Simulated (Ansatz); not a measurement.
# AlGeNH (quartet): the correlation ladder, cc-pVDZ

An exercise on one series of results from a longer session: the logs are not shown, and one member is left open.

Program: Ansatz 0.2.0, Gaussian basis. Level of theory: cc-pVDZ, core rule «outside noble gas», up to 20 orbitals frozen. These are calculated values, not measurements.

To be run: UHF; CCSD(T) on ROHF; CCSD(T) on UHF; BCCD(T) on ROHF; CISD as a restricted active space (open shells left free, so some higher excitations enter); CCSDT(Q) on ROHF; CCSDT(Q) on UHF.

32 further runs of the same task are left out: 16 that didn't finish, 16 set aside as unsound or not needed. Runs told in other sessions of the task aren't counted.

## What is computed

The geometry is a PBE0/def2-TZVP stationary point (not a proven minimum). No spin-orbit coupling is included. The filled d shell of Ge may be among the frozen orbitals whatever the setting's name suggests.

4 atoms, charge 0, spin multiplicity 4.

Atoms are counted from 1 here; the program's logs count them from 0.

Bond lengths: Al1–N2 1.811 Å, Al1–H4 1.612 Å, N2–Ge3 1.878 Å. Angles: N2–Al1–H4 112.4°, Al1–N2–Ge3 159.7°.

Set-up of the first run:

in.yaml reads:

```yaml
crystal:
  periodic: [false, false, false]
  atoms:
    - {symbol: Al, position_ang: [0.000000, -0.029851, 2.515204]}
    - {symbol: N, position_ang: [0.000000, -0.315813, 0.727167]}
    - {symbol: Ge, position_ang: [0.000000, 0.050623, -1.114506]}
    - {symbol: H, position_ang: [0.000000, 1.539428, 2.885491]}
basis:
  gaussian: {orbitals: cc-pVDZ}
magnetization: {spin_polarized: true, initial_magnetization: 3}
hamiltonian: {xc: hf}
output: {orbitals: {seedname: orbitals}}
```

Run with:

```console
ansatz run in.yaml --threads 1 --pin off --events-out ev --progress --plain --max-ram 2393MiB
```

Among the steps run: UHF; CCSD(T) on ROHF; CCSD(T) on UHF; BCCD(T) on ROHF; CISD as a restricted active space (open shells left free, so some higher excitations enter); CCSDT(Q) on ROHF; CCSDT(Q) on UHF.

One table of the session follows, with a row left open; its other results are not shown here.

It belongs to the step «Misses and costs». 

```
   method  from RCCSDT(Q) (kcal/mol)
     ROHF                          ?
      UHF                    +174.59
     RMP2                     +31.60
     UMP2                     +31.76
    RCCSD                      +9.49
    UCCSD                      +9.32
 RCCSD(T)                      +3.58
 UCCSD(T)                      +3.55
  BCCD(T)                      +3.56
   RCCSDT                      +1.23
   UCCSDT                      +1.22
RCCSDT(Q)                          0
UCCSDT(Q)                      -0.06
```

Q: Estimate the row for ROHF from the others.

**Answer.** from RCCSDT(Q) (kcal/mol): +180.22. In the column «from RCCSDT(Q) (kcal/mol)» it is the highest.

Not comparable, so not listed: CISD as a restricted active space (open shells left free, so some higher excitations enter) (they don't share determinant, frozen orbitals or solution with the rows shown, or repeat one).

To keep in mind: Restricted and unrestricted rows rest on different reference determinants; a gap between their highest levels can come from leftover correlation error, from unlike frozen cores or from another state.
